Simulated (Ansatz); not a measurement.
Run this with Ansatz 0.2.0 through its Python package and show what comes out.

Script `mg5zn.py`:
```python
"""Density of Mg5Zn less that of its sublattices."""

import logging
import sys

import ansatz as az
import numpy as np

logging.basicConfig(stream=sys.stdout, format="%(name)s: %(message)s")
log = logging.getLogger("run")
log.setLevel(logging.INFO)

vectors0 = np.array([
    [3.1109, 0.0, 0.0],
    [-1.55545, 2.69412, 0.0],
    [0.0, 0.0, 15.36045],
])
sites = [
    ("Mg", [0.0, 0.0, 0.85029]),
    ("Mg", [2 / 3, 1 / 3, 0.67342]),
    ("Mg", [0.0, 0.0, 0.5]),
    ("Mg", [2 / 3, 1 / 3, 0.32658]),
    ("Mg", [0.0, 0.0, 0.14971]),
    ("Zn", [2 / 3, 1 / 3, 0.0]),
]


def on_lattice(cell):
    crystal = az.Crystal(lattice=az.Lattice.of(cell))
    for symbol, position in sites:
        crystal = crystal.atom(symbol, position)
    return crystal


def main() -> None:
    # same cell, cutoff and mesh for the crystal and its parts
    def solve(crystal):
        return (
            crystal.calculation()
            .functional("pbesol")
            .occupations("Methfessel-Paxton", width=20 * az.meV)
            .basis(460, grid_basis="typed")
            .kpoints(9, 9, 2)
            .density()
            .run(threads=1)
        )


    whole = solve(on_lattice(vectors0))
    difference = whole.density().channels[0].density_e_per_ang3.copy()
    binding = whole.report["free_energy_ev"]
    for element in ["Mg", "Zn"]:
        part = az.Crystal(lattice=az.Lattice.of(vectors0))
        for symbol, position in sites:
            if symbol == element:
                part = part.atom(symbol, position)
        alone = solve(part)
        difference -= alone.density().channels[0].density_e_per_ang3
        binding -= alone.report["free_energy_ev"]
        log.info(f"{element} sublattice: {alone.report['n_electrons']:g} electrons, {alone.report['n_iterations']} iterations")

    voxel = abs(np.linalg.det(vectors0)) / difference.size
    log.info(f"energy of the crystal less its unpolarised sublattices: {binding / len(sites):.4f} eV/atom")
    log.info(f"net charge of the difference {difference.sum() * voxel:.5f} e, charge rearranged {0.5 * np.abs(difference).sum() * voxel:.3f} e")
    log.info(f"extremes {difference.min():.4f} and {difference.max():.4f} e/A^3")
    for (symbol, position) in sites:
        index = tuple(int(round(p * n)) % n for p, n in zip(position, difference.shape))
        log.info(f"  change of the pseudo-density at the grid point nearest {symbol}: {difference[index]:+.4f} e/A^3")


if __name__ == "__main__":
    main()
```

Output of `python mg5zn.py`:
```text
run: Mg sublattice: 50 electrons, 10 iterations
run: Zn sublattice: 12 electrons, 7 iterations
run: energy of the crystal less its unpolarised sublattices: -0.2599 eV/atom
run: net charge of the difference -0.00000 e, charge rearranged 0.288 e
run: extremes -0.1284 and 0.0341 e/A^3
run:   change of the pseudo-density at the grid point nearest Mg: -0.0090 e/A^3
run:   change of the pseudo-density at the grid point nearest Mg: -0.0002 e/A^3
run:   change of the pseudo-density at the grid point nearest Mg: -0.0000 e/A^3
run:   change of the pseudo-density at the grid point nearest Mg: -0.0002 e/A^3
run:   change of the pseudo-density at the grid point nearest Mg: -0.0090 e/A^3
run:   change of the pseudo-density at the grid point nearest Zn: -0.1284 e/A^3
```

Caveats:
- These settings explore the input space; cutoff and mesh may be short of convergence.
- The mesh is modest for a metal, so energies can be off by several to tens of meV an atom and pressures by half a GPa or more; differences at equal mesh fare better.
- Grid values close to the nuclei reflect the PAW or pseudopotential construction, not the all-electron fields.
- The structure comes from a database of computed cells and needn't be a stable or known phase.
- Charge moved counts every rearrangement, bonding and polarisation too, and is no transfer between atoms; the bare sublattices are artificial references. Values near the nuclei depend on the potentials.
- It ran for 18 s on 1 thread of Arm Neoverse V2, on a shared host, peak memory 0.33 GiB.
